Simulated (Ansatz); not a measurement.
# BCCD(T)/6-31G(d) (spherical functions) run of C3H5Ga (SMILES C#[C][GaH][CH3])

Aim: the vertical singlet–triplet gap of C3H5Ga at BCCD(T)/6-31G* (spherical functions), from 2 runs. 

The results are computed with Ansatz 0.2.0.

64 further runs of the same task are left out: 64 set aside as unsound or not needed.

## Step 1: Starting point

C3H5Ga has 9 atoms, charge 0, and is taken as a singlet. As SMILES, `C#[C][GaH][CH3]`. The shape is that of a PBE0-D4/def2-TZVP optimisation.

Bond lengths: C1–C2 1.210 Å, C2–Ga3 1.925 Å, Ga3–C4 1.958 Å, C1–H5 1.066 Å, Ga3–H6 1.564 Å, C4–H7 1.093 Å, C4–H8 1.090 Å, C4–H9 1.094 Å. Some angles: C1–C2–Ga3 179.3°, C2–Ga3–C4 117.4°, C2–C1–H5 179.8°, C2–Ga3–H6 117.1°, C4–Ga3–H6 125.5°, Ga3–C4–H7 109.9°, Ga3–C4–H8 112.6°, Ga3–C4–H9 109.4°, H7–C4–H8 109.1°, H7–C4–H9 106.9°.

## Step 2: The energy at BCCD(T)/6-31G(d) (spherical functions)

run.yaml reads:

```yaml
crystal:
  periodic: [false, false, false]
  atoms:
    - {symbol: C, position_ang: [1.498700, 0.816800, -2.138700]}
    - {symbol: C, position_ang: [0.950000, 0.745200, -1.062800]}
    - {symbol: Ga, position_ang: [0.068800, 0.611200, 0.643700]}
    - {symbol: C, position_ang: [-1.036100, -0.972500, 0.966400]}
    - {symbol: H, position_ang: [1.983700, 0.883100, -3.086100]}
    - {symbol: H, position_ang: [0.292600, 1.783100, 1.655500]}
    - {symbol: H, position_ang: [-0.451400, -1.877200, 0.782100]}
    - {symbol: H, position_ang: [-1.435200, -1.006300, 1.980000]}
    - {symbol: H, position_ang: [-1.871000, -0.983500, 0.260000]}
basis:
  gaussian:
    orbitals: 6-31G_st_-spherical.json
correlation:
  method: bccd_t
  frozen_orbitals: {C: 1, Ga: 9, H: 0}
accuracy: high
scf:
  omitted_lower_state_checks: [cluster_reference, increment]
```

The basis set 6-31G* is read from a file made from the Basis Set Exchange's data (not shown).

Started as:

```sh
ansatz run run.yaml --threads 1 --pin off --max-ram 3480MiB --events-out events.jsonl --progress --plain --runs-dir runs
```

The program printed, cut to the lines that bear on the results:

```text
Warning: RAYON_NUM_THREADS=1 ignored (pool sized by the plan → 1); use --threads N
Functional definition: HF
  name "HF"
[...]
1868 factors; integrals over basis functions are off by at most 1.6e-8 eV
[...]
mean field -55495.18732768 eV, -2039.4105183032 hartree, gradient 1.0e-8 eV, S^2 0.000000; 0 other end points of the search recorded, 0 dependent functions left out
12 core orbitals not correlated: weight in the atoms' cores, before any rotation towards them, 1.000 or more for the frozen orbitals, at most 0.000 for the correlated occupied ones
reference -55495.18732768 eV, -2039.4105183032 hartree; 15, 15 occupied and 57, 57 virtual orbitals, 1868 factors
second order -16.68373329 eV of doubles, -0.00000000 eV of singles
cycle   1  -16.35099726 eV  change    3.3e-1 eV  update   1.1e-1
[...]
cycle  21  -17.06805268 eV  change   -1.6e-9 eV  update   1.2e-9
perturbative correction -0.64359543 eV, -0.0236516959 hartree
Total energy: -55512.89897579 eV, -2040.0614093658 hartree
Checks for a lower state left out: cluster_reference, increment
```

Wall time 19 s (1 thread of Intel Xeon Platinum 8488C (Sapphire Rapids), shared host); peak memory 0.6 GiB.

## Step 3: The triplet, same level

in.yaml reads:

```yaml
crystal:
  periodic: [false, false, false]
  atoms:
    - {symbol: C, position_ang: [1.498700, 0.816800, -2.138700]}
    - {symbol: C, position_ang: [0.950000, 0.745200, -1.062800]}
    - {symbol: Ga, position_ang: [0.068800, 0.611200, 0.643700]}
    - {symbol: C, position_ang: [-1.036100, -0.972500, 0.966400]}
    - {symbol: H, position_ang: [1.983700, 0.883100, -3.086100]}
    - {symbol: H, position_ang: [0.292600, 1.783100, 1.655500]}
    - {symbol: H, position_ang: [-0.451400, -1.877200, 0.782100]}
    - {symbol: H, position_ang: [-1.435200, -1.006300, 1.980000]}
    - {symbol: H, position_ang: [-1.871000, -0.983500, 0.260000]}
basis:
  gaussian:
    orbitals: 6-31G_st_-spherical.json
magnetization:
  spin_polarized: true
  initial_magnetization: 2
correlation:
  method: bccd_t
  frozen_orbitals: {C: 1, Ga: 9, H: 0}
accuracy: high
scf:
  omitted_lower_state_checks: [cluster_reference, increment]
```

The basis set 6-31G* is read from a file made from the Basis Set Exchange's data (not shown).

Started as:

```sh
ansatz run in.yaml --threads 1 --pin off --max-ram 3480MiB --events-out events.jsonl --progress --plain --runs-dir runs
```

The program printed, cut to the lines that bear on the results:

```text
Warning: RAYON_NUM_THREADS=1 ignored (pool sized by the plan → 1); use --threads N
Functional definition: HF
  name "HF"
[...]
1868 factors; integrals over basis functions are off by at most 1.6e-8 eV
[...]
mean field -55491.22456521 eV, -2039.2648894684 hartree, gradient 3.0e-8 eV, S^2 2.020108; 7 other end points of the search recorded, 0 dependent functions left out
12 core orbitals not correlated: weight in the atoms' cores, before any rotation towards them, 1.000 or more for the frozen orbitals, at most 0.000 for the correlated occupied ones
reference -55491.22456521 eV, -2039.2648894684 hartree; 16, 14 occupied and 56, 58 virtual orbitals, 1868 factors
second order -15.41889057 eV of doubles, -0.00000000 eV of singles
cycle   1  -15.53033567 eV  change   -1.1e-1 eV  update   1.1e-1
[...]
cycle  46  -16.24277130 eV  change  -6.8e-10 eV  update   2.1e-9
perturbative correction -0.55883002 eV, -0.0205366244 hartree
Total energy: -55508.02616653 eV, -2039.8823369285 hartree
Checks for a lower state left out: cluster_reference, increment
```

Run time: 2 min. Hardware: 1 thread of Intel Xeon Platinum 8488C (Sapphire Rapids), shared host; peak memory 1.1 GiB.

## Step 4: Outcome

At BCCD(T)/6-31G* (spherical functions), 12 core orbitals frozen:

| quantity | value |
| --- | --- |
| singlet: total energy | -2040.06141 Eh |
| singlet: correlation energy (12 core orbitals frozen) | -650.9 mEh |
| singlet: (T) correction | -23.65 mEh |
| triplet: total energy | -2039.88234 Eh |
| triplet: correlation energy (12 core orbitals frozen) | -617.4 mEh |
| triplet: (T) correction | -20.54 mEh |
| triplet: ⟨S²⟩ of the reference determinant | 2.020 |
| vertical energy of the triplet above the singlet | 4.873 eV |

At this shape the triplet lies 4.87 eV (112 kcal/mol) above the singlet. The triples (singlet) make up 3.6 % of the correlation energy. The triples (triplet) make up 3.3 % of the correlation energy.
